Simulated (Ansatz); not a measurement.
# CH3FSiTe: the cost of one run

Method: the settings change from run to run; program: Ansatz 0.2.0, Gaussian basis.

1 further run of the same task is left out (for a known fault of the program).

### 1 The molecule

The geometry comes from an earlier relaxation with PBE0-D4 in a triple-zeta def2 set; it is a stationary point, not always the lowest conformer. Te takes a core potential in def2 sets; no spin-orbit term is included.

SMILES `FC1[SiH2][Te]1`, 7 atoms, charge 0, spin multiplicity 1.

Atoms are counted from 1 here; the program's logs count them from 0.

Bond lengths: F1–C2 1.359 Å, C2–Si3 1.860 Å, C2–Te4 2.233 Å, C2–H5 1.086 Å, Si3–Te4 2.434 Å, Si3–H6 1.479 Å, Si3–H7 1.481 Å. Angles: F1–C2–Si3 119.7°, F1–C2–Te4 115.3°, F1–C2–H5 110.7°, Si3–C2–Te4 72.3°, Si3–C2–H5 122.6°, Te4–C2–H5 109.6°, C2–Si3–Te4 60.9°, C2–Si3–H6 115.5°, C2–Si3–H7 118.6°, Te4–Si3–H6 118.7°, Te4–Si3–H7 119.8°, H6–Si3–H7 113.5°, C2–Te4–Si3 46.7°.

### 2 wB97M-V/def2-SVP

Set apart from the defaults: charge +1, multiplicity 2.

Contents of in.yaml:

```yaml
crystal:
  periodic: [false, false, false]
  atoms:
    - {symbol: F, position_ang: [-1.180018, -1.449381, 0.629295]}
    - {symbol: C, position_ang: [-0.359354, -0.808685, -0.244303]}
    - {symbol: Si, position_ang: [0.551214, 0.720076, 0.297684]}
    - {symbol: Te, position_ang: [-1.267179, 0.933224, -1.306248]}
    - {symbol: H, position_ang: [0.047445, -1.506458, -0.970980]}
    - {symbol: H, position_ang: [0.317529, 1.136789, 1.696954]}
    - {symbol: H, position_ang: [1.951662, 0.906436, -0.148102]}
basis:
  gaussian: {orbitals: def2-SVP}
total_charge: 1
magnetization: {spin_polarized: true, initial_magnetization: 1}
hamiltonian: {xc: {name: wB97M-V}}
```

Launch:

```console
$ ansatz run in.yaml --threads 2 --pin off --events-out ev --progress --plain --max-ram 4352MiB
```

Q: Estimate wall time and peak memory on 2 threads of Arm Neoverse V1, shared host.

About 20 s, with a peak of 0.43 GiB.
